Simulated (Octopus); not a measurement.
# A workflow on MoO3 (molybdenum trioxide)

We compute energy and forces (PBE), then energy and forces (PBE), then energy and gradient (PBE), then energy and gradient (PBE), then energy and gradient (PBE) of MoO3 (molybdenum trioxide). The setting varied is the box margin. 

The results are computed with Octopus 16.4.

3 further runs of the same task are left out: 3 set aside as unsound or not needed.

## Step 1: The molecule

MoO3: 4 atoms, total charge 0, spin state singlet. As SMILES, `[O]=[Mo](=[O])=[O]`. The coordinates come from a PBE0-D4/def2-TZVP relaxation.

Bond lengths: O1–Mo2 1.692 Å, Mo2–O3 1.692 Å, Mo2–O4 1.692 Å. Angles: O1–Mo2–O3 110.3°, O1–Mo2–O4 110.3°, O3–Mo2–O4 110.3°.

## Step 2: Energy and gradient at PBE (scalar, in the pseudopotentials, sg15 potentials, box margin 3.5 angstrom, extra states 0, grid spacing 0.17 angstrom, mix field default) (run 4)

The input, geometry.xyz:

```xyz
4

O     -0.981925    -0.134725     1.267600
Mo    -0.152025    -0.321425    -0.195200
O      1.493075    -0.592525     0.093900
O     -0.359125     1.048675    -1.166300
```

Command:

```console
$ OMP_NUM_THREADS=1 octopus > gs.log
```

Log:

```text
Version                : 16.4
[... 36 lines left out ...]
Refinement of some symmetry elements was terminated before convergence was reached.
[... 92 lines left out ...]
#  State  Eigenvalue [eV]  Occupation    Error
[... 10 lines left out ...]
#  State  Eigenvalue [eV]  Occupation    Error
[... 82 lines left out ...]
Converged eigenvectors: 0
#  State  Eigenvalue [eV]  Occupation    Error
[... 10 lines left out ...]
#  State  Eigenvalue [eV]  Occupation    Error
[... 8 lines left out ...]
**   Some of the states are not fully converged!
[... 1 line left out ...]
Octopus emitted 2 warnings.
```

Run time: 19 s. Hardware: 1 thread of Intel Xeon 6975P-C (Granite Rapids), shared host; peak memory 0.095 GiB.

## Step 3: Energy and gradient at PBE (scalar, in the pseudopotentials, sg15 potentials, box margin 4 angstrom, extra states 0, grid spacing 0.17 angstrom, mix field default) (run 5)

geometry.xyz is that of step 2.

Command:

```console
$ OMP_NUM_THREADS=1 octopus > gs.log
```

Log:

```text
Version                : 16.4
[... 107 lines left out ...]
** Warning:
[... 26 lines left out ...]
#  State  Eigenvalue [eV]  Occupation    Error
[... 10 lines left out ...]
#  State  Eigenvalue [eV]  Occupation    Error
[... 82 lines left out ...]
Converged eigenvectors: 0
#  State  Eigenvalue [eV]  Occupation    Error
[... 10 lines left out ...]
#  State  Eigenvalue [eV]  Occupation    Error
[... 8 lines left out ...]
**   Some of the states are not fully converged!
[... 1 line left out ...]
Octopus emitted 3 warnings.
```

Wall time 26 s (1 thread of Intel Xeon 6975P-C (Granite Rapids), shared host); peak memory 0.12 GiB.

Runs 6 to 7 aren't shown in full; the table further down has their settings and results.

## Step 4: Energy and gradient at PBE (scalar, in the pseudopotentials, sg15 potentials, box margin 7 angstrom, extra states 0, grid spacing 0.17 angstrom, mix field default) (run 8)

geometry.xyz is that of step 3.

Command:

```console
$ OMP_NUM_THREADS=1 octopus > gs.log
```

Log:

```text
Version                : 16.4
[... 36 lines left out ...]
Refinement of some symmetry elements was terminated before convergence was reached.
[... 92 lines left out ...]
#  State  Eigenvalue [eV]  Occupation    Error
[... 10 lines left out ...]
#  State  Eigenvalue [eV]  Occupation    Error
[... 85 lines left out ...]
Converged eigenvectors: 0
#  State  Eigenvalue [eV]  Occupation    Error
[... 10 lines left out ...]
#  State  Eigenvalue [eV]  Occupation    Error
[... 8 lines left out ...]
**   Some of the states are not fully converged!
[... 1 line left out ...]
Octopus emitted 2 warnings.
```

It took 2.4 min on 1 thread of Intel Xeon 6975P-C (Granite Rapids), shared host; peak memory 0.36 GiB.

## Step 5: The series

| run | level | box margin | sweep point | energy (Eh) | dipole moment (D) | HOMO energy (eV) | wall time |
| --- | --- | --- | --- | --- | --- | --- | --- |
| 4 | PBE (scalar, in the pseudopotentials, sg15 potentials, box margin 3.5 angstrom, extra states 0, grid spacing 0.17 angstrom, mix field default) | 3.5 | 4 | -116.495828 | 4.62 | -7.45 | 19 s |
| 5 | PBE (scalar, in the pseudopotentials, sg15 potentials, box margin 4 angstrom, extra states 0, grid spacing 0.17 angstrom, mix field default) | 4 | 5 | -116.496857 | 4.60 | -7.49 | 26 s |
| 6 | PBE (scalar, in the pseudopotentials, sg15 potentials, box margin 5 angstrom, extra states 0, grid spacing 0.17 angstrom, mix field default) | 5 | 6 | -116.497108 | 4.60 | -7.50 | 54 s |
| 7 | PBE (scalar, in the pseudopotentials, sg15 potentials, box margin 6 angstrom, extra states 0, grid spacing 0.17 angstrom, mix field default) | 6 | 7 | -116.497119 | 4.60 | -7.50 | 88 s |
| 8 | PBE (scalar, in the pseudopotentials, sg15 potentials, box margin 7 angstrom, extra states 0, grid spacing 0.17 angstrom, mix field default) | 7 | 8 | -116.497119 | 4.60 | -7.50 | 2.4 min |

Convergence of the total energy of singlet MoO3 with the box margin, against the last point:

| box margin | from the last (mEh) | wall time |
| --- | --- | --- |
| 3.5 Å | +1.292 | 19 s |
| 4 Å | +0.262 | 26 s |
| 5 Å | +0.011 | 54 s |
| 6 Å | +0.000 | 88 s |
| 7 Å | +0.000 | 2.4 min |

Convergence of the dipole moment of singlet MoO3 with the box margin, against the last point:

| box margin | from the last (D) | wall time |
| --- | --- | --- |
| 3.5 Å | +0.0217 | 19 s |
| 4 Å | +0.0069 | 26 s |
| 5 Å | +0.0006 | 54 s |
| 6 Å | +0.0000 | 88 s |
| 7 Å | +0.0000 | 2.4 min |

## Step 6: Summary of results

| quantity | value |
| --- | --- |
| run 8, PBE: total energy | -116.49712 Eh |
| run 8, PBE: dipole moment | 4.60 D |
| run 8, PBE: HOMO energy | -7.50 eV |

For the total energy of singlet MoO3 to stay within 1 mEh of the last point, 4 Å is the first point of the series from which all later ones do (26 s against 2.4 min). For the total energy of singlet MoO3 to stay within 0.1 mEh of the last point, 5 Å is the first point of the series from which all later ones do (54 s against 2.4 min). For the dipole moment of singlet MoO3 to stay within 0.02 D of the last point, 4 Å is the first point of the series from which all later ones do (26 s against 2.4 min). For the dipole moment of singlet MoO3 to stay within 0.005 D of the last point, 5 Å is the first point of the series from which all later ones do (54 s against 2.4 min). Over the runs the total energy spans 0.035 eV. All runs together took 5.5 min, the longest 2.4 min.
